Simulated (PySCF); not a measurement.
# AlSbH3F (SMILES [F][AlH][SbH2]) at 3 levels

Aim: a comparison of 3 runs (TPSS/STO-3G, PBE0/def2-SVP, CCSD/def2-TZVP) of AlSbH3F. 

The results are computed with PySCF 2.14.0.

## 1. The system as given

The species is AlSbH3F (6 atoms), meant as a singlet with charge 0. SMILES: `[F][AlH][SbH2]`. The shape is that of a PBE0-D4/def2-TZVP optimisation. This is one conformer, not always the lowest.

Bond lengths: F1–Al2 1.653 Å, Al2–Sb3 2.636 Å, Al2–H4 1.582 Å, Sb3–H5 1.710 Å, Sb3–H6 1.709 Å. Angles: F1–Al2–Sb3 116.3°, F1–Al2–H4 116.4°, Sb3–Al2–H4 127.3°, Al2–Sb3–H5 88.3°, Al2–Sb3–H6 87.8°, H5–Sb3–H6 91.6°.

## 2. Energy and forces at TPSS/STO-3G (run 1)

calc.py reads:

```python
from pyscf import gto, dft

system = gto.Mole()
system.atom = '''
F     -2.106289    -3.084789     2.385401
Al    -0.635137    -1.963992    -0.131903
Sb     2.418660     1.896718     0.632680
H     -1.124009    -3.402830    -2.705521
H      1.591338     3.008444    -2.286380
H     -0.065007     3.425884     2.018416
'''
system.unit = 'bohr'
system.spin = 0
system.verbose = 4
system.charge = 0
system.max_memory = 1860
system.basis = 'sto-3g'
system.build()

mf = dft.RKS(system)
mf.xc = 'tpss'
mf.grids.level = 5
mf.conv_tol = 1e-10
mf.kernel()
if not mf.converged:
    mf = mf.newton().run(mf.mo_coeff, mf.mo_occ)

etot = mf.e_tot
print('Final energy', etot)
grad = mf.nuc_grad_method().kernel()
mf.analyze()
```

On the command line:

```bash
$ OMP_NUM_THREADS=1 python calc.py
```

The program printed:

```text
PySCF version 2.14.0

[... 76 lines left out ...]
Final energy -6592.920784632237
[... 18 lines left out ...]
Two-electron Coulomb Energy =         3002.500907805671886
[... 6 lines left out ...]
MO #4   energy= -148.273942073462  occ= 2
[... 4 lines left out ...]
MO #9   energy= -26.334480703344   occ= 2
[... 4 lines left out ...]
MO #14  energy= -18.2386550649974  occ= 2
[... 4 lines left out ...]
MO #19  energy= -3.25159680169509  occ= 2
[... 4 lines left out ...]
MO #24  energy= -2.31847839813843  occ= 2
[... 4 lines left out ...]
MO #29  energy= -0.728922155086318 occ= 2
[... 4 lines left out ...]
MO #34  energy= -0.198854996699304 occ= 2
[... 4 lines left out ...]
MO #39  energy= 0.109661682798566  occ= 0
[... 4 lines left out ...]
MO #44  energy= 0.433213879509603  occ= 0
[... 14 lines left out ...]
pop of  1 Al 3py          0.46661
pop of  1 Al 3pz          0.54961
pop of  2 Sb 1s           2.00000
pop of  2 Sb 2s           1.99999
pop of  2 Sb 3s           1.99987
pop of  2 Sb 4s           1.99998
pop of  2 Sb 5s           1.67591
pop of  2 Sb 2px          2.00000
pop of  2 Sb 2py          2.00000
pop of  2 Sb 2pz          2.00000
pop of  2 Sb 3px          1.99995
pop of  2 Sb 3py          1.99996
pop of  2 Sb 3pz          1.99995
pop of  2 Sb 4px          1.99957
pop of  2 Sb 4py          1.99937
pop of  2 Sb 4pz          1.99931
pop of  2 Sb 5px          1.31387
pop of  2 Sb 5py          1.09902
pop of  2 Sb 5pz          0.91084
pop of  2 Sb 3dxy         1.99999
pop of  2 Sb 3dyz         1.99999
pop of  2 Sb 3dz^2        1.99999
pop of  2 Sb 3dxz         1.99999
pop of  2 Sb 3dx2-y2      2.00000
pop of  2 Sb 4dxy         1.99449
pop of  2 Sb 4dyz         1.99627
pop of  2 Sb 4dz^2        1.99471
pop of  2 Sb 4dxz         1.99605
pop of  2 Sb 4dx2-y2      1.99890
pop of  3 H 1s            1.19702
pop of  4 H 1s            1.10347
pop of  5 H 1s            1.10422
 ** Mulliken atomic charges  **
charge of    0F =     -0.15456
charge of    1Al =      0.53726
charge of    2Sb =      0.02202
charge of    3H =     -0.19702
charge of    4H =     -0.10347
charge of    5H =     -0.10422
Dipole moment(X, Y, Z, Debye): -1.53491, -0.77202, -0.54467
```

Wall time 22 s (1 thread of Intel Xeon at 2.70GHz, shared host); peak memory 0.48 GiB.

## 3. Energy and forces at PBE0/def2-SVP (core potential) (run 2)

input.py reads:

```python
import pyscf.grad
from pyscf import gto, dft

mol = gto.Mole()
mol.atom = '''
F   -1.114600  -1.632400   1.262300
Al  -0.336100  -1.039300  -0.069800
Sb   1.279900   1.003700   0.334800
H   -0.594800  -1.800700  -1.431700
H    0.842100   1.592000  -1.209900
H   -0.034400   1.812900   1.068100
'''
mol.ecp = {'Sb': 'def2-svp'}
mol.basis = 'def2-svp'
mol.max_memory = 1860
mol.verbose = 3
mol.charge = 0
mol.build()

calc0 = dft.RKS(mol, xc='pbe0')
calc0.conv_tol = 1e-10
calc0.grids.level = 5
calc0.kernel()
if not calc0.converged:
    calc0 = calc0.newton().run(calc0.mo_coeff, calc0.mo_occ)

e_tot = calc0.e_tot
print(f'total energy: {e_tot:.8f} hartree')
grad = calc0.Gradients().kernel()
dip = calc0.dip_moment()
pop, q = calc0.mulliken_pop()
```

On the command line:

```bash
$ OMP_NUM_THREADS=1 python input.py
```

The program printed:

```text
converged SCF energy = -584.023028319394
total energy: -584.02302832 hartree
--------------- RKS gradients ---------------
         x                y                z
0 F     0.0053818535     0.0042093445    -0.0084526082
1 Al    -0.0057395972    -0.0046396976     0.0073408520
2 Sb    -0.0019774904     0.0019643278    -0.0006519618
3 H     0.0003341398     0.0006483534     0.0007996569
4 H     0.0004046702    -0.0010181655     0.0019079983
5 H     0.0016089028    -0.0011782946    -0.0009567767
----------------------------------------------
Dipole moment(X, Y, Z, Debye):  0.67467,  0.48712, -0.93072
 ** Mulliken pop  **
pop of  0 F 1s            1.99011
pop of  0 F 2s            1.11874
pop of  0 F 3s            0.81327
pop of  0 F 2px           1.11217
pop of  0 F 2py           1.12202
pop of  0 F 2pz           1.10594
pop of  0 F 3px           0.72410
pop of  0 F 3py           0.72958
pop of  0 F 3pz           0.67974
pop of  0 F 3dxy          0.00034
pop of  0 F 3dyz          0.00081
pop of  0 F 3dz^2         0.00095
pop of  0 F 3dxz          0.00097
pop of  0 F 3dx2-y2       0.00033
pop of  1 Al 1s           1.99941
pop of  1 Al 2s           1.98506
pop of  1 Al 3s           0.91564
pop of  1 Al 4s           0.10980
pop of  1 Al 2px          1.97264
pop of  1 Al 2py          1.97384
pop of  1 Al 2pz          1.97682
pop of  1 Al 3px          0.18597
pop of  1 Al 3py          0.25463
pop of  1 Al 3pz          0.32441
pop of  1 Al 4px          0.09060
pop of  1 Al 4py          0.13494
pop of  1 Al 4pz          0.13062
pop of  1 Al 3dxy         0.02235
pop of  1 Al 3dyz         0.05575
pop of  1 Al 3dz^2        0.06296
pop of  1 Al 3dxz         0.03897
pop of  1 Al 3dx2-y2      0.02075
pop of  2 Sb 4s           2.10967
pop of  2 Sb 5s          -0.07663
pop of  2 Sb 6s           1.26685
pop of  2 Sb 7s           0.51419
pop of  2 Sb 4px          0.97950
pop of  2 Sb 4py          0.98241
pop of  2 Sb 4pz          0.98558
pop of  2 Sb 5px          1.02814
pop of  2 Sb 5py          1.02432
pop of  2 Sb 5pz          1.02026
pop of  2 Sb 6px          0.66310
pop of  2 Sb 6py          0.61482
pop of  2 Sb 6pz          0.54997
pop of  2 Sb 7px          0.58190
pop of  2 Sb 7py          0.45363
pop of  2 Sb 7pz          0.32495
pop of  2 Sb 4dxy         1.95132
pop of  2 Sb 4dyz         1.95115
pop of  2 Sb 4dz^2        1.95181
pop of  2 Sb 4dxz         1.95197
pop of  2 Sb 4dx2-y2      1.95151
pop of  2 Sb 5dxy         0.07678
pop of  2 Sb 5dyz         0.05861
pop of  2 Sb 5dz^2        0.07225
pop of  2 Sb 5dxz         0.06819
pop of  2 Sb 5dx2-y2      0.05760
pop of  3 H 1s            0.70796
pop of  3 H 2s            0.45357
pop of  3 H 2px           0.00029
pop of  3 H 2py           0.00151
pop of  3 H 2pz           0.00396
pop of  4 H 1s            0.66854
pop of  4 H 2s            0.35726
pop of  4 H 2px           0.00223
pop of  4 H 2py           0.00238
pop of  4 H 2pz           0.00654
pop of  5 H 1s            0.66703
pop of  5 H 2s            0.34930
pop of  5 H 2px           0.00593
pop of  5 H 2py           0.00321
pop of  5 H 2pz           0.00220
 ** Mulliken atomic charges  **
charge of    0F =     -0.39909
charge of    1Al =      0.74485
charge of    2Sb =     -0.11384
charge of    3H =     -0.16730
charge of    4H =     -0.03695
charge of    5H =     -0.02767
```

Run time: 22 s. Hardware: 1 thread of Intel Xeon at 2.70GHz, shared host; peak memory 0.72 GiB.

## 4. A single-point energy at CCSD/def2-TZVP (core potential) (run 3)

job.py reads:

```python
from pyscf import gto, scf, cc

mol = gto.M(
    atom='''
F       -1.114600      -1.632400       1.262300
Al      -0.336100      -1.039300      -0.069800
Sb       1.279900       1.003700       0.334800
H       -0.594800      -1.800700      -1.431700
H        0.842100       1.592000      -1.209900
H       -0.034400       1.812900       1.068100
''',
    max_memory=1860,
    verbose=3,
    basis='def2-tzvp',
    charge=0,
    ecp={'Sb': 'def2-svp'},
)

mf = scf.RHF(mol)
mf.conv_tol = 1e-10
mf.kernel()
if not mf.converged:
    mf = mf.newton().run(mf.mo_coeff, mf.mo_occ)

mycc = cc.CCSD(mf, frozen=10)
mycc.kernel()
energy = mycc.e_tot
print(f'total energy: {energy:.8f} hartree')
dip = mf.dip_moment()
pop, q = mf.mulliken_pop()
```

On the command line:

```bash
$ OMP_NUM_THREADS=1 python job.py
```

The program printed:

```text
converged SCF energy = -582.490672782218
[... 1 line left out ...]
total energy: -583.17811660 hartree
Dipole moment(X, Y, Z, Debye):  0.80628,  0.43520, -1.04156
[... 104 lines left out ...]
pop of  2 Sb 6dx2-y2      0.01627
pop of  2 Sb 4f-3         0.00214
pop of  2 Sb 4f-2         0.00371
pop of  2 Sb 4f-1         0.00294
pop of  2 Sb 4f+0         0.00328
pop of  2 Sb 4f+1         0.00219
pop of  2 Sb 4f+2         0.00074
pop of  2 Sb 4f+3         0.00088
pop of  2 Sb 5f-3         0.00026
pop of  2 Sb 5f-2         0.00038
pop of  2 Sb 5f-1         0.00031
pop of  2 Sb 5f+0         0.00032
pop of  2 Sb 5f+1         0.00021
pop of  2 Sb 5f+2         0.00008
pop of  2 Sb 5f+3         0.00007
pop of  3 H 1s            0.22581
pop of  3 H 2s            0.55853
pop of  3 H 3s            0.33113
pop of  3 H 2px           0.00025
pop of  3 H 2py           0.00144
pop of  3 H 2pz           0.00399
pop of  4 H 1s            0.21474
pop of  4 H 2s            0.55555
pop of  4 H 3s            0.25192
pop of  4 H 2px           0.00206
pop of  4 H 2py           0.00221
pop of  4 H 2pz           0.00694
pop of  5 H 1s            0.21391
pop of  5 H 2s            0.55465
pop of  5 H 3s            0.24542
pop of  5 H 2px           0.00611
pop of  5 H 2py           0.00309
pop of  5 H 2pz           0.00219
 ** Mulliken atomic charges  **
charge of    0F =     -0.45035
charge of    1Al =      0.75708
charge of    2Sb =     -0.12678
charge of    3H =     -0.12115
charge of    4H =     -0.03342
charge of    5H =     -0.02538
```

Run time: 1.9 min. Hardware: 1 thread of Intel Xeon at 2.70GHz, shared host; peak memory 1.9 GiB.

## 5. Overview of the runs

| run | level | core potential | task | energy (Eh) | dipole moment (D) of the reference | HOMO energy (eV) | LUMO energy (eV) | wall time |
| --- | --- | --- | --- | --- | --- | --- | --- | --- |
| 1 | TPSS/STO-3G | – | gradient | -6592.920785 | 1.80 | -2.65 | 2.98 | 22 s |
| 2 | PBE0/def2-SVP (core potential) | def2-svp | gradient | -584.023028 | 1.25 | -7.14 | -1.37 | 22 s |
| 3 | CCSD/def2-TZVP (core potential) | def2-svp | energy | -583.178117 | 1.39 | -9.28 | 1.18 | 1.9 min |

## 6. Summary of results

| quantity | value |
| --- | --- |
| run 3: total energy | -583.17812 Eh |
| run 3: dipole moment (Hartree–Fock density) | 1.39 D |
| run 3: HOMO energy (Hartree–Fock orbitals) | -9.28 eV |
| run 3: LUMO energy (Hartree–Fock orbitals) | 1.18 eV |
| run 3: HOMO–LUMO gap (Hartree–Fock orbitals) | 10.46 eV |
| run 3: correlation energy (10 core orbitals frozen) | -687.4 mEh |
| run 3: T1 diagnostic | 0.014 |

In words: Totals of different functionals can't be ranked against each other. Some runs of one species differ in core potentials or relativity; totals across that change don't compare. In run 1 the basis is minimal, so the values are rough. In run 1 relativity is left out where basis or elements ask for it. All runs together took 2.6 min, the longest 1.9 min.
